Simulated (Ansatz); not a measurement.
**Ga4Sb3N: the band gap up the ladder of functionals**

The task here is to estimate one member of a computed series from the others.

Program: Ansatz 0.2.0. PAW datasets, plane waves. No spin polarisation and no zero-point or thermal motion; the cell was built from a prototype and may be hypothetical.

**Starting point**

The cell was relaxed beforehand with r2SCAN.

It is trigonal, P3m1 (No. 156); conventional cell a = 4.097 Å, c = 13.436 Å, 24.41 Å³ an atom. Near N stand 4 Ga at 1.92–2.40 Å; near Sb stand 4 Ga at 2.58–2.65 Å; near Sb stand 4 Ga at 2.62 Å; near Sb stand 4 Ga at 2.57–2.68 Å; near Ga stand 1 N at 1.92 Å and 3 Sb at 2.62 Å.

As a file:

```cif
data_structure
_symmetry_space_group_name_H-M 'P3m1'
_symmetry_Int_Tables_number 156
_cell_length_a 4.0969
_cell_length_b 4.0969
_cell_length_c 13.4365
_cell_angle_alpha 90.000
_cell_angle_beta 90.000
_cell_angle_gamma 120.000
_cell_volume 195.31
loop_
_atom_site_label
_atom_site_type_symbol
_atom_site_symmetry_multiplicity
_atom_site_Wyckoff_symbol
_atom_site_fract_x
_atom_site_fract_y
_atom_site_fract_z
_atom_site_occupancy
N1 N 1 c 0.66667 0.33333 0.99643 1
Sb1 Sb 1 c 0.66667 0.33333 0.49870 1
Sb2 Sb 1 b 0.33333 0.66667 0.76989 1
Sb3 Sb 1 b 0.33333 0.66667 0.22734 1
Ga1 Ga 1 c 0.66667 0.33333 0.85351 1
Ga2 Ga 1 c 0.66667 0.33333 0.30156 1
Ga3 Ga 1 b 0.33333 0.66667 0.57476 1
Ga4 Ga 1 b 0.33333 0.66667 0.02782 1
```

The first run:

The input, input.yaml:

```yaml
crystal:
  lattice:
    - [4.0969288892, 0.0, 0.0]
    - [-2.0484644446, 3.5480444956, 0.0]
    - [0.0, 0.0, 13.4364866635]
  atoms:
    - { symbol: "N", position: [0.6666666667, 0.3333333333, -0.0035708169] }
    - { symbol: Sb, position: [0.6666666667, 0.3333333333, 0.4987015721] }
    - { symbol: Sb, position: [0.3333333333, 0.6666666667, 0.7698891764] }
    - { symbol: Sb, position: [0.3333333333, 0.6666666667, 0.2273396028] }
    - { symbol: Ga, position: [0.6666666667, 0.3333333333, 0.8535054877] }
    - { symbol: Ga, position: [0.6666666667, 0.3333333333, 0.3015580156] }
    - { symbol: Ga, position: [0.3333333333, 0.6666666667, 0.5747586725] }
    - { symbol: Ga, position: [0.3333333333, 0.6666666667, 0.02781829] }
kpoints:
  mp_grid: { grid: [12, 12, 2] }
  band_path:
    path:
      - [[0.0, 0.0, 0.0], [0.5, -1.125162501205e-17, -1.117152698693e-32], [0.3333333333333, 0.3333333333333, -1.460021392051e-32], [0.0, 0.0, 0.0], [1.251828471093e-50, -1.447497620396e-50, 0.5], [0.5, -1.125162501205e-17, 0.5], [0.3333333333333, 0.3333333333333, 0.5], [1.251828471093e-50, -1.447497620396e-50, 0.5]]
      - [[0.5, -1.125162501205e-17, 0.5], [0.5, -1.125162501205e-17, -1.117152698693e-32]]
      - [[0.3333333333333, 0.3333333333333, 0.5], [0.3333333333333, 0.3333333333333, -1.460021392051e-32]]
    npoints: 10
hamiltonian:
  xc: pbe
scf:
  occupations: { method: fermi_dirac, width: 0.02 }
  n_extra_bands: 6
output:
  forces: true
  stress: true
  eigenvalues: true
```

Started as:

```bash
$ ansatz run input.yaml --threads 4 --pin off --max-ram 6451MiB --backend cpu --events-out ev --progress --plain --runs-dir out
```

Among the steps run: PBE band path; r2SCAN at the same geometry; HSE06 at the same geometry; PBE+SOC.

One of the session's tables, all rows but one given; the rest of the session is left out.

| level | gap (eV) |
| --- | --- |
| PBE | ? |
| r2SCAN | -0.61 |
| HSE06 | -0.54 |
| PBE+SOC | -0.37 |

Estimate the missing values for PBE.

The run gave: gap (eV): -0.59. In the column «gap (eV)» it lies between r2SCAN (-0.61) and HSE06 (-0.54).

Meshes: PBE 12×12×2, r2SCAN 12×12×2, HSE06 6×6×2, PBE+SOC 12×12×2

Every level leaves the bands touching or overlapping.

Limits of these values: Warnings in the runs' records: stress scf threshold loose, filled band counts differ across k points, stress exchange threshold loose.
